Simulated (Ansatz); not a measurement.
**CH8AlClSi2: rotation by 120° about the C1–Si2 bond**

How high is the barrier for the rotation by 120° about the C1–Si2 bond? Relax the two ends, then run a nudged elastic band between them. SMILES of the start: C[SiH2][SiH]([AlH2])Cl.

Method: RKS PBE0/6-31G*, in Ansatz 0.2.0.

### Step 1. Starting point

Bond lengths: C1–Si2 1.854 Å, Si2–Si3 2.209 Å, Si3–Al4 2.306 Å, Si3–Cl5 2.115 Å, C1–H6 1.186 Å, C1–H7 1.094 Å, C1–H8 1.059 Å, Si2–H9 1.494 Å, Si2–H10 1.446 Å, Si3–H11 1.512 Å, Al4–H12 1.616 Å, Al4–H13 1.561 Å. Angles (14 of 21 angles, heavy atoms first): C1–Si2–Si3 107.3°, Si2–Si3–Al4 111.8°, Si2–Si3–Cl5 110.2°, Al4–Si3–Cl5 108.6°, C1–Si2–H9 108.7°, C1–Si2–H10 110.5°, Si3–Si2–H9 110.0°, Si3–Si2–H10 109.1°, Si2–C1–H6 106.5°, Si2–C1–H7 111.0°, Si2–C1–H8 109.9°, Si2–Si3–H11 109.0°, Al4–Si3–H11 108.1°, Cl5–Si3–H11 109.1°.

Structure file:

```xyz
13

C    -1.2310    0.9748    1.1689
Si   -0.2188    1.2849   -0.3530
Si    1.3403   -0.2772   -0.4353
Al    0.4281   -2.3932   -0.5218
Cl    2.5612    0.0002   -2.1400
H    -2.0657    1.8171    1.1967
H    -0.6228    1.0815    2.0722
H    -1.7163    0.0361    1.0941
H     0.4144    2.6335   -0.2416
H    -1.0436    1.1939   -1.5377
H     2.1974   -0.1848    0.8066
H    -0.6019   -2.7546   -1.7138
H     0.5792   -3.4469    0.6195
```

### Step 2. Relaxing end A

File input.yaml:

```yaml
crystal:
  periodic: [false, false, false]
  atoms:
    - { symbol: C, position_ang: [-1.231, 0.9748, 1.1689] }
    - { symbol: Si, position_ang: [-0.2188, 1.2849, -0.353] }
    - { symbol: Si, position_ang: [1.3403, -0.2772, -0.4353] }
    - { symbol: Al, position_ang: [0.4281, -2.3932, -0.5218] }
    - { symbol: Cl, position_ang: [2.5612, 0.0002, -2.14] }
    - { symbol: H, position_ang: [-2.0657, 1.8171, 1.1967] }
    - { symbol: H, position_ang: [-0.6228, 1.0815, 2.0722] }
    - { symbol: H, position_ang: [-1.7163, 0.0361, 1.0941] }
    - { symbol: H, position_ang: [0.4144, 2.6335, -0.2416] }
    - { symbol: H, position_ang: [-1.0436, 1.1939, -1.5377] }
    - { symbol: H, position_ang: [2.1974, -0.1848, 0.8066] }
    - { symbol: H, position_ang: [-0.6019, -2.7546, -1.7138] }
    - { symbol: H, position_ang: [0.5792, -3.4469, 0.6195] }
basis:
  gaussian: { orbitals: "6-31G*" }
hamiltonian:
  xc: pbe0
relax:
  f_tol: 0.015
  max_steps: 40
```

Launch:

```bash
> ansatz run input.yaml --threads 2 --pin off --max-ram 3072MiB --backend cpu --events-out ev --progress --plain --runs-dir out
```

What it wrote (excerpt; [...] marks lines left out):

```text
Warning: RAYON_NUM_THREADS=2 ignored (pool sized by the plan → 2); use --threads N
[...]
Functional definition: PBE0
[...]
1145 factors; integrals over basis functions are off by at most 6.1e-4 eV
[...]
mean field -36025.66797961 eV, -1323.9188791759 hartree, gradient 4.1e-5 eV, S^2 0.000000; 0 other end points of the search recorded, 0 dependent functions left out
[...]
reference -36025.66801852 eV, -1323.9188806057 hartree; 36, 36 occupied and 71, 71 virtual orbitals, 1145 factors
relax step   1: F+E_penalty+E_count = -36025.66797961 eV  Δ(F+E_penalty+E_count) = +0.000e0 eV  max|allowed force component| = 2.948e0 eV/Å  Δτ_max = 0.0000 Å  (24 SCF iters, accepted)
[...]
relax step   4: F+E_penalty+E_count = -36026.16835143 eV  Δ(F+E_penalty+E_count) = -3.386e-2 eV  max|allowed force component| = 2.461e-1 eV/Å  Δτ_max = 0.1528 Å  (27 SCF iters, accepted)
[...]
relax step   7: F+E_penalty+E_count = -36026.18163214 eV  Δ(F+E_penalty+E_count) = -3.033e-3 eV  max|allowed force component| = 1.239e-1 eV/Å  Δτ_max = 0.0320 Å  (23 SCF iters, accepted)
[...]
relax step  10: F+E_penalty+E_count = -36026.19037932 eV  Δ(F+E_penalty+E_count) = -2.135e-3 eV  max|allowed force component| = 1.122e-1 eV/Å  Δτ_max = 0.0548 Å  (23 SCF iters, accepted)
[...]
relax step  12: F+E_penalty+E_count = -36026.19602131 eV  Δ(F+E_penalty+E_count) = -3.336e-3 eV  max|allowed force component| = 2.038e-2 eV/Å  Δτ_max = 0.1182 Å  (27 SCF iters, accepted)
[...]
relax step  13: F+E_penalty+E_count = -36026.19529853 eV  Δ(F+E_penalty+E_count) = +7.228e-4 eV  max|allowed force component| = 1.720e-1 eV/Å  Δτ_max = 0.1959 Å  (26 SCF iters, rejected (line search))
[...]
1145 factors; integrals over basis functions are off by at most 6.4e-4 eV
mean field -36026.19516051 eV, -1323.9382527166 hartree, gradient 6.4e-6 eV, S^2 0.000000; 0 other end points of the search recorded, 0 dependent functions left out
[...]
reference -36026.19519920 eV, -1323.9382541384 hartree; 36, 36 occupied and 71, 71 virtual orbitals, 1145 factors
```

### Step 3. More of the same log: end point A relaxed

The log, continued (excerpt; [...] marks lines left out):

```text
relax step  14: F+E_penalty+E_count = -36026.19516051 eV  Δ(F+E_penalty+E_count) = +8.608e-4 eV  max|allowed force component| = 1.312e-1 eV/Å  Δτ_max = 0.0979 Å  (28 SCF iters, rejected (line search))
[...]
relax step  16: F+E_penalty+E_count = -36026.19816656 eV  Δ(F+E_penalty+E_count) = -1.140e-3 eV  max|allowed force component| = 4.474e-2 eV/Å  Δτ_max = 0.0975 Å  (26 SCF iters, accepted)
[...]
relax step  18: F+E_penalty+E_count = -36026.19889524 eV  Δ(F+E_penalty+E_count) = -7.287e-4 eV  max|allowed force component| = 4.070e-2 eV/Å  Δτ_max = 0.0568 Å  (23 SCF iters, accepted)
[...]
relax step  20: F+E_penalty+E_count = -36026.19991636 eV  Δ(F+E_penalty+E_count) = -4.385e-4 eV  max|allowed force component| = 5.805e-2 eV/Å  Δτ_max = 0.0724 Å  (27 SCF iters, accepted)
[...]
Atom 3 at     0.421489    -2.610532    -0.685641 Å, force    -0.001429     0.001242     0.002245 eV/Å
Atom 4 at     2.468119     0.118809    -2.262295 Å, force     0.000114    -0.000478     0.000556 eV/Å
Atom 5 at    -1.978337     1.908790     1.462802 Å, force    -0.000429     0.000944    -0.000125 eV/Å
Atom 6 at    -0.531008     1.198228     2.195454 Å, force    -0.000661    -0.000206    -0.000847 eV/Å
Atom 7 at    -1.723261     0.157515     1.397592 Å, force     0.000896     0.001285     0.000004 eV/Å
Atom 8 at     0.358403     2.681662    -0.353098 Å, force     0.000166     0.000160    -0.000617 eV/Å
Atom 9 at    -1.262897     1.261534    -1.431534 Å, force    -0.000583    -0.000778    -0.000444 eV/Å
Atom 10 at     2.263337    -0.220413     0.604887 Å, force    -0.002195     0.000280    -0.001729 eV/Å
Atom 11 at     0.720816    -3.571576    -1.919135 Å, force    -0.000247    -0.002445    -0.000990 eV/Å
Atom 12 at    -0.520258    -3.102816     0.508278 Å, force     0.001376    -0.000857    -0.002659 eV/Å
Dipole moment:    -0.370765    -0.112027     0.453600 e Å
```

Run time: 1.9 min. Hardware: 2 threads of Intel Xeon at 2.80GHz (Skylake/Cascade Lake), shared host; peak memory 0.3 GiB.

The steps of the relaxation:

```csv
step,energy from step 1 (eV),largest force component (eV/Å)
1,0.0000,2.9484
2,-0.4620,0.9362
3,-0.4665,0.5865
4,-0.5004,0.2461
5,-0.5095,0.0533
6,-0.5106,0.1547
7,-0.5137,0.1239
8,-0.5180,0.0319
9,-0.5203,0.1735
10,-0.5224,0.1122
11,-0.5247,0.0532
12,-0.5280,0.0204
13x,-0.5273,0.1720
14x,-0.5272,0.1312
15,-0.5290,0.0081
16,-0.5302,0.0447
17x,-0.5293,0.1666
18,-0.5309,0.0407
19,-0.5315,0.0409
20,-0.5319,0.0580
21,-0.5321,0.0556
22,-0.5324,0.0293
23,-0.5325,0.0077
24,-0.5326,0.0027
```

Step 1 is the start. 3 steps were tried and not accepted (marked x).

After: Bond lengths: C1–Si2 1.889 Å, Si2–Si3 2.351 Å, Si3–Al4 2.457 Å, Si3–Cl5 2.100 Å, C1–H6 1.095 Å, C1–H7 1.095 Å, C1–H8 1.095 Å, Si2–H9 1.492 Å, Si2–H10 1.494 Å, Si3–H11 1.498 Å, Al4–H12 1.592 Å, Al4–H13 1.598 Å. Angles (14 of 21 angles, heavy atoms first): C1–Si2–Si3 110.6°, Si2–Si3–Al4 114.4°, Si2–Si3–Cl5 108.5°, Al4–Si3–Cl5 110.9°, C1–Si2–H9 110.7°, C1–Si2–H10 110.1°, Si3–Si2–H9 109.1°, Si3–Si2–H10 108.6°, Si2–C1–H6 110.3°, Si2–C1–H7 111.1°, Si2–C1–H8 111.5°, Si2–Si3–H11 107.1°, Al4–Si3–H11 109.8°, Cl5–Si3–H11 105.9°.

### Step 4. Relaxing end B

The second end starts from a geometry with the move made by hand.

File input.yaml:

```yaml
crystal:
  periodic: [false, false, false]
  atoms:
    - { symbol: C, position_ang: [-1.231, 0.9748, 1.1689] }
    - { symbol: Si, position_ang: [-0.2188, 1.2849, -0.353] }
    - { symbol: Si, position_ang: [-1.58234, 1.16141, -2.08599] }
    - { symbol: Al, position_ang: [-3.28273, 2.71288, -1.94943] }
    - { symbol: Cl, position_ang: [-0.51247, 1.49079, -3.88055] }
    - { symbol: H, position_ang: [-2.0657, 1.8171, 1.1967] }
    - { symbol: H, position_ang: [-0.6228, 1.0815, 2.0722] }
    - { symbol: H, position_ang: [-1.7163, 0.0361, 1.0941] }
    - { symbol: H, position_ang: [0.8325, 0.22815, -0.45363] }
    - { symbol: H, position_ang: [0.37251, 2.60417, -0.30851] }
    - { symbol: H, position_ang: [-2.20434, -0.21586, -2.12728] }
    - { symbol: H, position_ang: [-2.90601, 4.27873, -1.81314] }
    - { symbol: H, position_ang: [-4.78618, 2.33405, -1.77104] }
basis:
  gaussian: { orbitals: "6-31G*" }
hamiltonian:
  xc: pbe0
relax:
  f_tol: 0.015
  max_steps: 40
```

Launch:

```bash
> ansatz run input.yaml --threads 2 --pin off --max-ram 3072MiB --backend cpu --events-out ev --progress --plain --runs-dir out
```

What it wrote (excerpt; [...] marks lines left out):

```text
Warning: RAYON_NUM_THREADS=2 ignored (pool sized by the plan → 2); use --threads N
[...]
Functional definition: PBE0
[...]
1145 factors; integrals over basis functions are off by at most 6.4e-4 eV
[...]
mean field -36025.66807756 eV, -1323.9188827754 hartree, gradient 4.2e-5 eV, S^2 0.000000; 0 other end points of the search recorded, 0 dependent functions left out
[...]
reference -36025.66811663 eV, -1323.9188842111 hartree; 36, 36 occupied and 71, 71 virtual orbitals, 1145 factors
relax step   1: F+E_penalty+E_count = -36025.66807756 eV  Δ(F+E_penalty+E_count) = +0.000e0 eV  max|allowed force component| = 2.981e0 eV/Å  Δτ_max = 0.0000 Å  (24 SCF iters, accepted)
[...]
relax step   4: F+E_penalty+E_count = -36026.16529671 eV  Δ(F+E_penalty+E_count) = -2.290e-2 eV  max|allowed force component| = 1.514e-1 eV/Å  Δτ_max = 0.1094 Å  (26 SCF iters, accepted)
[...]
relax step   7: F+E_penalty+E_count = -36026.17881081 eV  Δ(F+E_penalty+E_count) = -2.336e-3 eV  max|allowed force component| = 1.632e-1 eV/Å  Δτ_max = 0.0737 Å  (26 SCF iters, accepted)
[...]
relax step  10: F+E_penalty+E_count = -36026.18556305 eV  Δ(F+E_penalty+E_count) = -3.781e-3 eV  max|allowed force component| = 1.403e-1 eV/Å  Δτ_max = 0.0402 Å  (23 SCF iters, accepted)
[...]
relax step  12: F+E_penalty+E_count = -36026.19270003 eV  Δ(F+E_penalty+E_count) = -2.759e-3 eV  max|allowed force component| = 9.097e-2 eV/Å  Δτ_max = 0.1932 Å  (26 SCF iters, accepted)
[...]
relax step  13: F+E_penalty+E_count = -36026.19468679 eV  Δ(F+E_penalty+E_count) = -1.987e-3 eV  max|allowed force component| = 1.003e-1 eV/Å  Δτ_max = 0.0702 Å  (26 SCF iters, accepted)
[...]
1145 factors; integrals over basis functions are off by at most 6.6e-4 eV
mean field -36026.19682024 eV, -1323.9383137107 hartree, gradient 6.5e-6 eV, S^2 0.000000; 0 other end points of the search recorded, 0 dependent functions left out
[...]
reference -36026.19685893 eV, -1323.9383151325 hartree; 36, 36 occupied and 71, 71 virtual orbitals, 1145 factors
```

### Step 5. The log goes on: end point B relaxed

Output, continued (excerpt; [...] marks lines left out):

```text
relax step  14: F+E_penalty+E_count = -36026.19682024 eV  Δ(F+E_penalty+E_count) = -2.133e-3 eV  max|allowed force component| = 5.746e-2 eV/Å  Δτ_max = 0.0988 Å  (26 SCF iters, accepted)
[...]
relax step  16: F+E_penalty+E_count = -36026.19895710 eV  Δ(F+E_penalty+E_count) = -5.574e-4 eV  max|allowed force component| = 6.674e-2 eV/Å  Δτ_max = 0.0507 Å  (26 SCF iters, accepted)
[...]
relax step  18: F+E_penalty+E_count = -36026.19998034 eV  Δ(F+E_penalty+E_count) = -4.448e-4 eV  max|allowed force component| = 3.608e-2 eV/Å  Δτ_max = 0.0458 Å  (23 SCF iters, accepted)
[...]
relax step  20: F+E_penalty+E_count = -36026.20036350 eV  Δ(F+E_penalty+E_count) = -1.293e-4 eV  max|allowed force component| = 1.996e-2 eV/Å  Δτ_max = 0.0247 Å  (23 SCF iters, accepted)
[...]
Atom 3 at    -3.388819     2.943200    -2.119858 Å, force     0.001449     0.001838     0.000306 eV/Å
Atom 4 at    -0.335991     1.583733    -3.835471 Å, force     0.001801    -0.000948    -0.001861 eV/Å
Atom 5 at    -2.059198     1.505595     1.452040 Å, force    -0.002288     0.003385     0.001929 eV/Å
Atom 6 at    -0.607962     0.796534     2.178232 Å, force     0.004914     0.001249     0.005214 eV/Å
Atom 7 at    -1.671638    -0.200983     1.173843 Å, force    -0.000934    -0.001301    -0.000032 eV/Å
Atom 8 at     0.899773     0.308150    -0.439330 Å, force     0.001229     0.000529     0.000327 eV/Å
Atom 9 at     0.372585     2.628351    -0.055603 Å, force    -0.003482    -0.001488    -0.001023 eV/Å
Atom 10 at    -2.142847    -0.085602    -2.310538 Å, force    -0.000322     0.000457     0.000638 eV/Å
Atom 11 at    -3.568776     4.033055    -3.266819 Å, force     0.000483    -0.001222     0.001249 eV/Å
Atom 12 at    -4.388053     2.916563    -0.872912 Å, force    -0.000825     0.000055    -0.000289 eV/Å
Dipole moment:    -0.319532    -0.041850     0.502740 e Å
```

Run time: 1.7 min. Hardware: 2 threads of Intel Xeon at 2.80GHz (Skylake/Cascade Lake), shared host; peak memory 0.28 GiB.

The steps of the relaxation:

```csv
step,energy from step 1 (eV),largest force component (eV/Å)
1,0.0000,2.9809
2,-0.4559,0.9487
3,-0.4743,0.3296
4,-0.4972,0.1514
5,-0.5055,0.0944
6,-0.5084,0.1631
7,-0.5107,0.1632
8,-0.5134,0.1354
9,-0.5137,0.1856
10,-0.5175,0.1403
11,-0.5219,0.0332
12,-0.5246,0.0910
13,-0.5266,0.1003
14,-0.5287,0.0575
15,-0.5303,0.0636
16,-0.5309,0.0667
17,-0.5315,0.0453
18,-0.5319,0.0361
19,-0.5322,0.0224
20,-0.5323,0.0200
21,-0.5324,0.0133
22,-0.5324,0.0063
```

Step 1 is the start.

After: Bond lengths: C1–Si2 1.889 Å, Si2–Si3 2.351 Å, Si3–Al4 2.457 Å, Si3–Cl5 2.100 Å, C1–H6 1.095 Å, C1–H7 1.095 Å, C1–H8 1.095 Å, Si2–H9 1.492 Å, Si2–H10 1.494 Å, Si3–H11 1.498 Å, Al4–H12 1.592 Å, Al4–H13 1.598 Å. Angles (14 of 21 angles, heavy atoms first): C1–Si2–Si3 110.6°, Si2–Si3–Al4 114.6°, Si2–Si3–Cl5 108.5°, Al4–Si3–Cl5 110.8°, C1–Si2–H9 110.7°, C1–Si2–H10 110.1°, Si3–Si2–H9 109.0°, Si3–Si2–H10 108.6°, Si2–C1–H6 111.5°, Si2–C1–H7 110.3°, Si2–C1–H8 111.1°, Si2–Si3–H11 107.0°, Al4–Si3–H11 109.7°, Cl5–Si3–H11 105.9°.

### Step 6. Nudged elastic band

crystal.atoms is end A as relaxed above, and neb.final_atoms is end B, turned to lie on A. With 5 inner images the band has 7 in all.

File input.yaml:

```yaml
crystal:
  periodic: [false, false, false]
  atoms:
    - { symbol: C, position_ang: [-1.218822, 1.128244, 1.34652] }
    - { symbol: Si, position_ang: [-0.302338, 1.345384, -0.290871] }
    - { symbol: Si, position_ang: [1.325257, -0.329529, -0.55816] }
    - { symbol: Al, position_ang: [0.421489, -2.610532, -0.685641] }
    - { symbol: Cl, position_ang: [2.468119, 0.118809, -2.262295] }
    - { symbol: H, position_ang: [-1.978337, 1.90879, 1.462802] }
    - { symbol: H, position_ang: [-0.531008, 1.198228, 2.195454] }
    - { symbol: H, position_ang: [-1.723261, 0.157515, 1.397592] }
    - { symbol: H, position_ang: [0.358403, 2.681662, -0.353098] }
    - { symbol: H, position_ang: [-1.262897, 1.261534, -1.431534] }
    - { symbol: H, position_ang: [2.263337, -0.220413, 0.604887] }
    - { symbol: H, position_ang: [0.720816, -3.571576, -1.919135] }
    - { symbol: H, position_ang: [-0.520258, -3.102816, 0.508278] }
basis:
  gaussian: { orbitals: "6-31G*" }
hamiltonian:
  xc: pbe0
neb:
  order_check: false
  images: 5
  f_tol: 0.05
  max_iterations: 55
  initial_path: idpp
  final_atoms:
    - { symbol: C, position_ang: [-1.18503275, 1.13744153, 1.36869024] }
    - { symbol: Si, position_ang: [-0.23930894, 1.36923427, -0.24975925] }
    - { symbol: Si, position_ang: [1.31282292, -0.36891744, -0.55887403] }
    - { symbol: Al, position_ang: [0.31664213, -2.60614497, -0.76000928] }
    - { symbol: Cl, position_ang: [2.48648472, 0.07832762, -2.24211163] }
    - { symbol: H, position_ang: [-1.73229292, 0.18909137, 1.38045199] }
    - { symbol: H, position_ang: [-1.91021359, 1.94669888, 1.50442105] }
    - { symbol: H, position_ang: [-0.50511668, 1.14716398, 2.22670262] }
    - { symbol: H, position_ang: [0.48480075, 2.67374874, -0.25589693] }
    - { symbol: H, position_ang: [-1.18806832, 1.37257599, -1.4034878] }
    - { symbol: H, position_ang: [2.24646046, -0.3356937, 0.61232409] }
    - { symbol: H, position_ang: [0.60340661, -3.55116218, -2.00916763] }
    - { symbol: H, position_ang: [-0.67008439, -3.0870641, 0.40151558] }
```

Launch:

```bash
> ansatz run input.yaml --threads 2 --pin off --max-ram 3072MiB --backend cpu --events-out ev --progress --plain --runs-dir out
```

What it wrote (excerpt; [...] marks lines left out):

```text
Warning: RAYON_NUM_THREADS=2 ignored (pool sized by the plan → 2); use --threads N
[...]
Functional definition: PBE0
[...]
1143 factors; integrals over basis functions are off by at most 6.4e-4 eV
[...]
mean field -36026.20055078 eV, -1323.9384508055 hartree, gradient 3.1e-5 eV, S^2 0.000000; 0 other end points of the search recorded, 0 dependent functions left out
[...]
reference -36026.20058932 eV, -1323.9384522219 hartree; 36, 36 occupied and 71, 71 virtual orbitals, 1143 factors
1143 factors; integrals over basis functions are off by at most 6.2e-4 eV
[...]
mean field -36026.20050070 eV, -1323.9384489649 hartree, gradient 3.1e-5 eV, S^2 0.000000; 0 other end points of the search recorded, 0 dependent functions left out
[...]
reference -36026.20053921 eV, -1323.9384503802 hartree; 36, 36 occupied and 71, 71 virtual orbitals, 1143 factors
[...]
Atom 3 at    -0.069752    -2.552904    -0.959847 Å, force     0.012469    -0.009990    -0.006760 eV/Å
Atom 4 at     2.430232    -0.089927    -2.308324 Å, force    -0.004569    -0.005968     0.000242 eV/Å
Atom 5 at    -2.065990     1.252032     1.333441 Å, force    -0.000650    -0.004500     0.006232 eV/Å
Atom 6 at    -0.697665     1.959205     2.205632 Å, force    -0.001192    -0.010256     0.003202 eV/Å
Atom 7 at    -0.783424     0.210147     1.962951 Å, force    -0.003712     0.013922    -0.000131 eV/Å
Atom 8 at     0.850312     2.587622    -0.094260 Å, force    -0.004406     0.008904     0.004334 eV/Å
Atom 9 at    -1.008141     1.620180    -1.268209 Å, force    -0.004500    -0.001772     0.000407 eV/Å
Atom 10 at     2.192967    -0.687111     0.512459 Å, force    -0.010082     0.002441     0.006465 eV/Å
Atom 11 at     0.048253    -3.417552    -2.291856 Å, force    -0.005697     0.001129    -0.000706 eV/Å
Atom 12 at    -1.077256    -2.996374     0.198375 Å, force    -0.000301     0.003723     0.002548 eV/Å
Dipole moment:    -0.391263    -0.083311     0.459373 e Å
this run last wrote the band of iteration 3 to <dir>
```

Wall time 95 s (2 threads of Intel Xeon at 2.80GHz (Skylake/Cascade Lake), shared host); peak memory 0.28 GiB.

### Step 7. The band, image by image

Images 0 and 6 are the ends. Energies count from image 0; the path length is the program's own measure over all atoms.

| image | path (Å) | energy (eV) | dihedral H8–C1–Si2–Si3 (°) | band force (eV/Å) |
| --- | --- | --- | --- | --- |
| 0 | 0.000 | 0.0000 | -60 | - |
| 1 | 0.597 | 0.0133 | -40 | 0.025 |
| 2 | 1.194 | 0.0420 | -20 | 0.017 |
| 3* | 1.791 | 0.0573 | 0 | 0.030 |
| 4 | 2.392 | 0.0422 | 21 | 0.033 |
| 5 | 2.994 | 0.0136 | 41 | 0.035 |
| 6 | 3.595 | 0.0001 | 61 | - |

The star marks the climbing image.

image, energy (eV) and a bar:
```
        0      0.000 
        1      0.013 #######
        2      0.042 ######################
        3      0.057 ##############################
        4      0.042 ######################
        5      0.014 #######
        6      0.000
```

The top of the band by iteration:

```csv
iteration,highest image above image 0 (eV),largest band force (eV/Å)
1,0.0673,0.325
2,0.0578,0.139
3,0.0573,0.035
```

Positions of all images (Å):

```xyz
13
image=0 dE=0.0000
C    -1.219    1.128    1.347
Si   -0.302    1.345   -0.291
Si    1.325   -0.330   -0.558
Al    0.421   -2.611   -0.686
Cl    2.468    0.119   -2.262
H    -1.978    1.909    1.463
H    -0.531    1.198    2.195
H    -1.723    0.158    1.398
H     0.358    2.682   -0.353
H    -1.263    1.262   -1.432
H     2.263   -0.220    0.605
H     0.721   -3.572   -1.919
H    -0.520   -3.103    0.508
13
image=1 dE=0.0133
C    -1.137    1.154    1.399
Si   -0.220    1.368   -0.241
Si    1.306   -0.390   -0.570
Al    0.252   -2.599   -0.785
Cl    2.466    0.048   -2.266
H    -2.059    1.744    1.396
H    -0.517    1.498    2.233
H    -1.406    0.109    1.585
H     0.504    2.671   -0.278
H    -1.186    1.358   -1.381
H     2.254   -0.389    0.589
H     0.483   -3.529   -2.057
H    -0.719   -3.079    0.391
13
image=2 dE=0.0420
C    -1.061    1.170    1.450
Si   -0.136    1.386   -0.191
Si    1.277   -0.446   -0.598
Al    0.088   -2.579   -0.876
Cl    2.453   -0.023   -2.286
H    -2.095    1.517    1.354
H    -0.579    1.757    2.238
H    -1.089    0.126    1.779
H     0.673    2.639   -0.190
H    -1.099    1.481   -1.328
H     2.230   -0.543    0.554
H     0.260   -3.476   -2.180
H    -0.903   -3.043    0.289
13
image=3 dE=0.0573
C    -0.986    1.179    1.494
Si   -0.052    1.401   -0.142
Si    1.239   -0.500   -0.628
Al   -0.070   -2.553   -0.960
Cl    2.430   -0.090   -2.308
H    -2.066    1.252    1.333
H    -0.698    1.959    2.206
H    -0.783    0.210    1.963
H     0.850    2.588   -0.094
H    -1.008    1.620   -1.268
H     2.193   -0.687    0.512
H     0.048   -3.418   -2.292
H    -1.077   -2.996    0.198
13
image=4 dE=0.0422
C    -0.908    1.186    1.534
Si    0.034    1.412   -0.094
Si    1.194   -0.553   -0.654
Al   -0.226   -2.519   -1.041
Cl    2.400   -0.158   -2.328
H    -1.964    0.975    1.342
H    -0.849    2.099    2.136
H    -0.503    0.364    2.133
H     1.024    2.523    0.002
H    -0.911    1.754   -1.199
H     2.144   -0.831    0.472
H    -0.163   -3.349   -2.399
H    -1.251   -2.938    0.111
13
image=5 dE=0.0136
C    -0.823    1.189    1.575
Si    0.122    1.412   -0.047
Si    1.152   -0.604   -0.677
Al   -0.386   -2.467   -1.123
Cl    2.371   -0.228   -2.345
H    -1.791    0.708    1.397
H    -1.009    2.163    2.040
H    -0.263    0.575    2.287
H     1.179    2.456    0.090
H    -0.807    1.854   -1.128
H     2.088   -0.979    0.432
H    -0.379   -3.257   -2.506
H    -1.433   -2.855    0.020
13
image=6 dE=0.0001
C    -0.954    1.190    1.499
Si   -0.025    1.406   -0.132
Si    1.223   -0.521   -0.636
Al   -0.119   -2.551   -0.974
Cl    2.409   -0.122   -2.324
H    -1.644    0.341    1.457
H    -1.538    2.088    1.726
H    -0.259    1.022    2.328
H     0.896    2.578   -0.064
H    -0.991    1.654   -1.244
H     2.180   -0.731    0.497
H    -0.019   -3.421   -2.303
H    -1.139   -2.967    0.184
```

(Part 1 of 2 ends here.)
